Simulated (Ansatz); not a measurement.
# Al3Co2Ru: the cost of one run

Computed with Ansatz 0.2.0 (DFT PBE, scalar-relativistic, plane waves, PAW, unless a step's input says otherwise).

1 further run of the same task is left out (it didn't finish).

### 1 The starting structure

The structure is trigonal, space group P-3m1 (No. 164). The conventional cell has a = 4.110 Å, b = 4.110 Å, c = 5.046 Å, α = 90.00°, β = 90.00°, γ = 120.00°. Al (site symmetry 3m) is surrounded by 5 Co at 2.47 to 2.58 Å and 3 Ru at 2.53 Å. Around Al (site symmetry -3m) lie 6 Co at 2.51 Å and 2 Ru at 2.52 Å and 6 Al at 2.89 Å. Around Co (site symmetry 3m) lie 8 Al at 2.47 to 2.58 Å. Ru (site symmetry -3m) has 8 Al at 2.52 to 2.53 Å as nearest neighbours.

Structure file:

```cif
data_structure
_symmetry_space_group_name_H-M 'P 1'
_symmetry_Int_Tables_number 1
_cell_length_a 4.1099
_cell_length_b 4.1099
_cell_length_c 5.0461
_cell_angle_alpha 90.000
_cell_angle_beta 90.000
_cell_angle_gamma 120.000
_cell_volume 73.82
loop_
_atom_site_label
_atom_site_type_symbol
_atom_site_fract_x
_atom_site_fract_y
_atom_site_fract_z
_atom_site_occupancy
Al1 Al 0.33333 0.66667 0.32539 1
Al2 Al 0.66667 0.33333 0.67461 1
Al3 Al 0.00000 0.00000 0.00000 1
Co1 Co 0.33333 0.66667 0.83671 1
Co2 Co 0.66667 0.33333 0.16329 1
Ru1 Ru 0.00000 0.00000 0.50000 1
```

The cell was relaxed beforehand at this level, from a generated guess; it is a trial structure. At a tolerance of 0.05 Å it has space group P-3m1 (No. 164); it has 12.30 Å³/atom, an uncorrected energy of -0.62 eV/atom over the elements and, on its mesh, gap none (metal).

### 2 Point at V/V0 = 0.97

File input.yaml:

```yaml
crystal:
  lattice:
    - [4.06842422, 0.0, 0.0]
    - [-2.03421211, 3.5233587279, 0.0]
    - [0.0, 0.0, 4.9951732055]
  atoms:
    - { symbol: Al, position: [0.3333333333, 0.6666666667, 0.3253947196] }
    - { symbol: Al, position: [0.6666666667, 0.3333333333, 0.6746052804] }
    - { symbol: Al, position: [0.0, 0.0, 0.0] }
    - { symbol: Co, position: [0.3333333333, 0.6666666667, 0.8367133063] }
    - { symbol: Co, position: [0.6666666667, 0.3333333333, 0.1632866937] }
    - { symbol: Ru, position: [0.0, 0.0, 0.5] }
basis:
  ecutwfc: 420
kpoints:
  mp_grid: { grid: [12, 12, 8] }
hamiltonian:
  xc: pbe
scf:
  occupations: { method: gaussian, width: 0.1 }
output:
  forces: true
  stress: true
  eigenvalues: true
relax:
  adjacent_minimum: "off"
  f_tol: 0.01
  max_steps: 30
  cell: { stress_tol: 0.1, fix: [volume] }
```

On the command line:

```console
> ansatz run input.yaml --threads 1 --pin off --max-ram 2560MiB --backend cpu --events-out ev --progress --plain --runs-dir out
```

Q: Estimate wall time and peak memory on 1 thread of Intel Xeon at 2.70GHz, shared host.

About 76 s, with a peak of 0.58 GiB.
